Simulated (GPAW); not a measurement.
Crystal: Ti3S2.

```
Ti S
1.0
     2.71311    1.56642    3.23762
    -2.71311    1.56642    3.23762
     0.00000   -3.13283    3.23762
Ti S
3 2
Direct
  0.00000 0.33565 0.66434
  0.66434 0.00000 0.33565
  0.33565 0.66434 0.00000
  0.16784 0.16784 0.16784
  0.83216 0.83216 0.83216
```

The cell comes from a database or a generator and needn't be the stable form of this composition.

* Program: GPAW 26.7.0
* Task: relaxation of cell and atoms
* Functional: PBEsol
* Dispersion: D3
* Potentials or basis: PAW data sets generated in the run's folder for this functional
* Cutoff: 600 eV
* Basis: pw
* k mesh: 5 × 5 × 5
* Occupations: fermi-dirac, width 0.05 eV
* Spin: no spin polarisation

At the start: pressure -7.4 GPa; volume 16.51 Å³/atom.

**Question.** How do energy, volume and symmetry change on relaxing?

**Answer.** Over 12 steps the energy falls by 18.6 meV/atom and the volume is 15.60 Å³/atom (-5.5 %); space group R32 (No. 155, to 0.05 Å).

Step by step:
| step | energy change (eV) | largest force (eV/Å) | pressure (GPa) | volume (Å³) |
| --- | --- | --- | --- | --- |
| 1 | 0.0000 | 0.0557 | -7.39 | 82.56 |
| 2 | -0.0218 | 0.0478 | -6.60 | 82.02 |
| 3 | -0.0897 | 0.1059 | 0.47 | 77.91 |
| 4 | -0.0916 | 0.0800 | -0.09 | 78.18 |
| 5 | -0.0923 | 0.0572 | -0.21 | 78.22 |
| 6 | -0.0929 | 0.0593 | -0.27 | 78.19 |
| 7 | -0.0929 | 0.0533 | -0.15 | 78.10 |
| 8 | -0.0927 | 0.0316 | 0.01 | 78.00 |
| 9 | -0.0925 | 0.0119 | 0.06 | 77.97 |
| 10 | -0.0925 | 0.0083 | 0.03 | 77.98 |
| 11 | -0.0926 | 0.0153 | -0.01 | 78.00 |
| 12 | -0.0928 | 0.0191 | -0.06 | 78.02 |

Final structure:
```
Ti S
1.0
     2.66278    1.53735    3.17653
    -2.66278    1.53735    3.17653
     0.00000   -3.07471    3.17653
Ti S
3 2
Direct
  0.00000 0.33745 0.66255
  0.66255 0.00000 0.33745
  0.33745 0.66255 0.00000
  0.16715 0.16715 0.16715
  0.83285 0.83285 0.83285
```

Caveat: later steps reuse the first step's grids; pairwise dispersion overbinds metals, which lowers pressure and volume.
